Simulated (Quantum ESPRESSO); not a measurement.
A run of Quantum ESPRESSO 7.5:

pw.in

```
&CONTROL
  calculation = 'scf'
  prefix = 'pwscf'
  outdir = './tmp'
  pseudo_dir = './pseudo'
  tprnfor = .true.
  tstress = .true.
  disk_io = 'low'
/
&SYSTEM
  ibrav = 0
  nat = 2
  ntyp = 2
  ecutwfc = 45
  ecutrho = 360
  nbnd = 21
  occupations = 'smearing'
  smearing = 'gaussian'
  degauss = 0.00367493
  nspin = 2
  starting_magnetization(1) = 0.25
  starting_magnetization(2) = 0
/
&ELECTRONS
  conv_thr = 8d-08
  electron_maxstep = 100
  mixing_beta = 0.3
  mixing_ndim = 12
/
ATOMIC_SPECIES
Ru   101.0700 ru_pbe_v1.2.uspp.F.UPF
S     32.0600 s_pbe_v1.4.uspp.F.UPF
CELL_PARAMETERS angstrom
   0.0000000000    2.7642955000    2.7642955000
   2.7642955000    0.0000000000    2.7642955000
   2.7642955000    2.7642955000    0.0000000000
ATOMIC_POSITIONS crystal
Ru     0.0000000000    0.0000000000    0.0000000000
S      0.2500000000    0.2500000000    0.2500000000
K_POINTS automatic
4 4 4 0 0 0
HUBBARD {ortho-atomic}
U Ru-4d 6.0
```

Contents of pp_density.in:

```
&INPUTPP
  prefix = 'pwscf'
  outdir = './tmp'
  filplot = 'density.dat'
  plot_num = 0
/
&PLOT
  nfile = 1
  filepp(1) = 'density.dat'
  iflag = 3
  output_format = 6
  fileout = 'density.cube'
/
```

Contents of pp_potential.in:

```
&INPUTPP
  prefix = 'pwscf'
  outdir = './tmp'
  filplot = 'potential.dat'
  plot_num = 11
/
&PLOT
  nfile = 1
  filepp(1) = 'potential.dat'
  iflag = 3
  output_format = 6
  fileout = 'potential.cube'
/
```

The input pp_spin.in:

```
&INPUTPP
  prefix = 'pwscf'
  outdir = './tmp'
  filplot = 'spin.dat'
  plot_num = 6
/
&PLOT
  nfile = 1
  filepp(1) = 'spin.dat'
  iflag = 3
  output_format = 6
  fileout = 'spin.cube'
/
```

Potentials or basis: GBRV 1.5 PBE.

The run is started by

```console
$ OMP_NUM_THREADS=1 pw.x -in pw.in > pw.out
$ OMP_NUM_THREADS=1 pp.x -in pp_density.in > pp_density.out
$ OMP_NUM_THREADS=1 pp.x -in pp_potential.in > pp_potential.out
$ OMP_NUM_THREADS=1 pp.x -in pp_spin.in > pp_spin.out
```

Hardware: 1 thread of Arm Neoverse V1, on a shared host.

Q: Estimate the wall time of this run.

A: Run time: 25 s on 1 thread of Arm Neoverse V1, with other jobs on the host, peak memory 0.17 GiB. Counts: scf iterations 14, k pools 1, bands 21, k points 8, g dense 32935.
